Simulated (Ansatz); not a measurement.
Write a Python script for Ansatz's Python interface that makes harmonic frequencies at the relaxed geometry of CH5AlClN, SMILES [NH2][AlH][CH2]Cl. Settings (for the species named): B3LYP, 6-31G* basis, multiplicity 1.

```xyz
9

N    -0.0479    1.9904    0.0911
Al    0.7483    0.3227    0.0025
C    -0.3875   -1.3265   -0.0674
Cl    0.7831   -2.7402   -0.1235
H    -0.7079    2.0225    0.9068
H    -0.7245    2.1129   -0.7542
H     2.3721    0.2254   -0.0106
H    -0.9485   -1.3631    0.8498
H    -0.9987   -1.2904   -0.9117
```

`freq_ch5alcln.py`:
```python
"""Vibrations and zero-point energy of CH5AlClN."""

from dataclasses import dataclass
import itertools

import ansatz as az
from ase import Atoms
from ase.data import atomic_numbers, covalent_radii
from ase.thermochemistry import IdealGasThermo
import numpy as np


@dataclass
class RunConfig:
    basis_set: str = "6-31G*"
    xc: str = "B3LYP"


settings = RunConfig()

GEOMETRY = """
N    -0.04790    1.99040    0.09110
Al    0.74830    0.32270    0.00250
C    -0.38750   -1.32650   -0.06740
Cl    0.78310   -2.74020   -0.12350
H    -0.70790    2.02250    0.90680
H    -0.72450    2.11290   -0.75420
H     2.37210    0.22540   -0.01060
H    -0.94850   -1.36310    0.84980
H    -0.99870   -1.29040   -0.91170
"""

ch5alcln = az.Crystal.molecule()
for line in GEOMETRY.strip().splitlines():
    symbol, *xyz = line.split()
    ch5alcln = ch5alcln.atom(symbol, [float(v) for v in xyz])

calculation = (
    ch5alcln.calculation()
    .basis(gaussian=settings.basis_set)
    .functional(settings.xc)
)
symbols = [site.symbol for site in ch5alcln.cartesian_sites]
start = np.array([site.position_ang for site in ch5alcln.cartesian_sites], dtype=float)
rep = calculation.relax(force_tolerance=0.003).run(threads=1).report
end = np.array(rep["positions_ang"])

# pairs closer than 1.2 times the sum of covalent radii, before or after
radius = [covalent_radii[atomic_numbers[s]] for s in symbols]
span = lambda where, i, j: np.linalg.norm(where[i] - where[j])
bonded = [(i, j) for i, j in itertools.combinations(range(len(symbols)), 2) if min(span(start, i, j), span(end, i, j)) < 1.2 * (radius[i] + radius[j])]
print("pair        before    after (A)")
for i, j in bonded:
    print(f"{symbols[i]}{i}-{symbols[j]}{j}".ljust(10), f"{span(start, i, j):8.4f} {span(end, i, j):8.4f}")

# same settings at the minimum
minimum = az.Crystal.molecule()
for symbol, place in zip(symbols, end):
    minimum = minimum.atom(symbol, place.tolist())
vibrating = (
    minimum.calculation()
    .basis(gaussian=settings.basis_set)
    .functional(settings.xc)
    .phonons(temperatures=(200, 600, 100))
)
vib = vibrating.run(threads=1).report["vibrations"]
sums = vib["harmonic_sums"]
modes = [m["omega_inv_cm"] for m in sums["modes_at_gamma"] if m["rigid_motion"] == "no"]
print("frequencies (1/cm):", " ".join(f"{w:.0f}" for w in modes))
print("imaginary modes:", sum(w < 0 for w in modes), " zero-point energy:", round(sums["zero_point_energy_ev"], 4), "eV")
# rigid rotor and ideal gas, symmetry number taken as one
gas = IdealGasThermo(vib_energies=[w / 8065.544 for w in modes if w > 0], geometry="linear" if len(modes) == 3 * len(symbols) - 5 else "nonlinear",
                     atoms=Atoms(symbols, positions=end), symmetrynumber=1, spin=0.0)
print(f"H(298 K) - E = {gas.get_enthalpy(298.15, verbose=False):.4f} eV")
print(f"S(298 K, 1 bar) = {96485.33 * gas.get_entropy(298.15, 1e5, verbose=False):.1f} J/(mol K) with symmetry number 1")

# all hydrogen replaced by deuterium
heavier = vibrating.phonons(masses={"H": 2.014102}).run(threads=1).report["vibrations"]["harmonic_sums"]
print("deuterated (1/cm):", " ".join(f"{m['omega_inv_cm']:.0f}" for m in heavier["modes_at_gamma"] if m["rigid_motion"] == "no"))
print("zero-point energy falls by", round(sums["zero_point_energy_ev"] - heavier["zero_point_energy_ev"], 4), "eV")
```

```console
$ python freq_ch5alcln.py
pair        before    after (A)
N0-Al1       1.8501   1.7793
N0-H4        1.0498   1.0128
N0-H5        1.0896   1.0131
Al1-C2       2.0037   1.9775
Al1-H6       1.6268   1.5809
C2-Cl3       1.8363   1.8535
C2-H7        1.0758   1.0921
C2-H8        1.0429   1.0921
frequencies (1/cm): 55 113 182 363 428 504 536 591 652 705 756 838 1105 1175 1466 1612 1968 3100 3163 3568 3657
imaginary modes: 0  zero-point energy: 1.6451 eV
H(298 K) - E = 1.8512 eV
S(298 K, 1 bar) = 339.4 J/(mol K) with symmetry number 1
deuterated (1/cm): 50 103 156 280 333 366 396 528 549 604 637 778 800 919 1079 1206 1418 2250 2347 2582 2696
zero-point energy falls by 0.4004 eV
```

The frequencies are harmonic and unscaled, in a modest basis. b3lyp holds the VWN-RPA fit, as in Gaussian; the form of ORCA and Turbomole is b3lyp5. The entropy takes a symmetry number of 1; a symmetric molecule's is lower by R ln(sigma). Run time: 6.3 min on 1 thread of Arm Neoverse V1, on a shared host, peak memory 0.25 GiB.
